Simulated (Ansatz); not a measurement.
**Ta (Im-3m): all-electron equation of state**

Where is the equilibrium volume of Ta (Im-3m) with all electrons, and how stiff is it? Aim: an all-electron equation of state, for Ta (Im-3m), run from a script.

Program: Ansatz 0.2.0, driven from Python. Level of theory: DFT PBE, all-electron LAPW. These are calculated values, not measurements.

### Step 1. The structure

The structure is cubic, space group Im-3m (No. 229). The conventional cell has a = 3.303 Å, b = 3.303 Å, c = 3.303 Å, α = 90.00°, β = 90.00°, γ = 90.00°. Ta (site symmetry m-3m) is surrounded by 8 Ta at 2.86 Å.

No structure file is read: the coordinates are typed or built in the script.

### Step 2. Script

run_eos_lapw.py

```python
# -*- coding: utf-8 -*-
import warnings

import ansatz as az
from ase.eos import EquationOfState
from ase.units import GPa
import numpy as np

VECTORS = np.array([
    [-1.65128, 1.65128, 1.65128],
    [1.65128, -1.65128, 1.65128],
    [1.65128, 1.65128, -1.65128],
])
SITES = [
    ("Ta", [0.0, 0.0, 0.0]),
]


def crystal_on(cell):
    crystal = az.Crystal(lattice=az.Lattice.of(cell))
    for symbol, position in SITES:
        crystal = crystal.atom(symbol, position)
    return crystal

warnings.simplefilter("ignore", az.DeckWarning)

volumes, energies = [], []
for scale in np.linspace(0.92, 1.08, 5):
    cell = VECTORS * scale ** (1 / 3)
    calc = crystal_on(cell).calculation()
    calc = calc.functional("pbe").occupations("methfessel_paxton", width=0.15)
    calc = calc.kpoints(14, 14, 14).pseudopotentials("all_electron", lapw=True)
    data = calc.run().report
    volumes.append(abs(np.linalg.det(cell)) / len(SITES))
    energies.append(data["free_energy_ev"] / len(SITES))
    print(f"{scale:.3f} {volumes[-1]:9.4f} A^3/atom {energies[-1]:16.5f} eV/atom  (estimated basis error {1000 * data['lapw_basis_errors']['total_ev_per_atom']:.2f} meV/atom)")
v0, e0, bulk = EquationOfState(volumes, energies, eos="birchmurnaghan").fit()
print(f"V0 = {v0:.4f} A^3/atom, B0 = {bulk / GPa:.1f} GPa")
```

### Step 3. What the engine is handed

The engine receives this input (first run):

```yaml
crystal:
  lattice:
    - [-1.6060164769586727, 1.6060164769586727, 1.6060164769586727]
    - [1.6060164769586727, -1.6060164769586727, 1.6060164769586727]
    - [1.6060164769586727, 1.6060164769586727, -1.6060164769586727]
  atoms:
    - { symbol: Ta, position: [0.0, 0.0, 0.0] }
kpoints:
  mp_grid:
    grid: [14, 14, 14]
hamiltonian:
  xc: pbe
  pseudopotentials:
    kind: all_electron
    lapw: {}
scf:
  occupations:
    method: methfessel_paxton
    width: 0.15
```

### Step 4. The run

Started as:

```bash
$ python run_eos_lapw.py
```

Standard output:

```text
0.920   16.5695 A^3/atom    -424568.99548 eV/atom  (estimated basis error 0.06 meV/atom)
0.960   17.2899 A^3/atom    -424569.07532 eV/atom  (estimated basis error 0.06 meV/atom)
1.000   18.0104 A^3/atom    -424569.10940 eV/atom  (estimated basis error 0.06 meV/atom)
1.040   18.7308 A^3/atom    -424569.10498 eV/atom  (estimated basis error 0.06 meV/atom)
1.080   19.4512 A^3/atom    -424569.06868 eV/atom  (estimated basis error 0.06 meV/atom)
V0 = 18.2769 A^3/atom, B0 = 201.9 GPa
```

It took 72 s on 1 thread of Arm Neoverse V1, shared host; peak memory 0.46 GiB.

### Step 5. What changed from run to run

The engine's inputs for some of the other runs:

Run 2, against run 1:

```diff
@@ -3,3 +3,3 @@
-    - [-1.6060164769586727, 1.6060164769586727, 1.6060164769586727]
-    - [1.6060164769586727, -1.6060164769586727, 1.6060164769586727]
-    - [1.6060164769586727, 1.6060164769586727, -1.6060164769586727]
+    - [-1.6289626696401676, 1.6289626696401676, 1.6289626696401676]
+    - [1.6289626696401676, -1.6289626696401676, 1.6289626696401676]
+    - [1.6289626696401676, 1.6289626696401676, -1.6289626696401676]
```

Run 3, against run 1:

```diff
@@ -3,3 +3,3 @@
-    - [-1.6060164769586727, 1.6060164769586727, 1.6060164769586727]
-    - [1.6060164769586727, -1.6060164769586727, 1.6060164769586727]
-    - [1.6060164769586727, 1.6060164769586727, -1.6060164769586727]
+    - [-1.65128, 1.65128, 1.65128]
+    - [1.65128, -1.65128, 1.65128]
+    - [1.65128, 1.65128, -1.65128]
```

Run 5, against run 1:

```diff
@@ -3,3 +3,3 @@
-    - [-1.6060164769586727, 1.6060164769586727, 1.6060164769586727]
-    - [1.6060164769586727, -1.6060164769586727, 1.6060164769586727]
-    - [1.6060164769586727, 1.6060164769586727, -1.6060164769586727]
+    - [-1.6941894487369777, 1.6941894487369777, 1.6941894487369777]
+    - [1.6941894487369777, -1.6941894487369777, 1.6941894487369777]
+    - [1.6941894487369777, 1.6941894487369777, -1.6941894487369777]
```

### Step 6. Run by run

The 5 runs, in the order started:

```
run  volume (Å³/atom)  energy from run 3 (meV/atom)  SCF cycles  CPU time (s)
  1            16.570                        113.92           8            14
  2            17.290                         34.08           8            14
  3            18.010                          0.00           8            14
  4            18.731                          4.42           8            14
  5            19.451                         40.72           8            14
```

Energies are free energies F = E - TS of the smeared occupations. 

### Step 7. Outcome

```
                      quantity            value
                 runs compared                5
               range of energy  113.92 meV/atom
lowest point, volume (Å³/atom)           18.010
      equilibrium volume (fit)    18.28 Å³/atom
            bulk modulus (fit)          202 GPa
```

In words: A third-order Birch-Murnaghan fit through the 5 points has its minimum at 18.28 Å³ an atom, 1.5 % above the typed cell, with a bulk modulus of 202 GPa. From that minimum the energy rises by 116.4 meV an atom on the compressed side and 43.2 meV on the expanded side. All-electron totals depend on functional, relativistic treatment and basis; only differences at equal settings carry meaning. Spin-orbit coupling, which matters for elements this heavy, is left out.
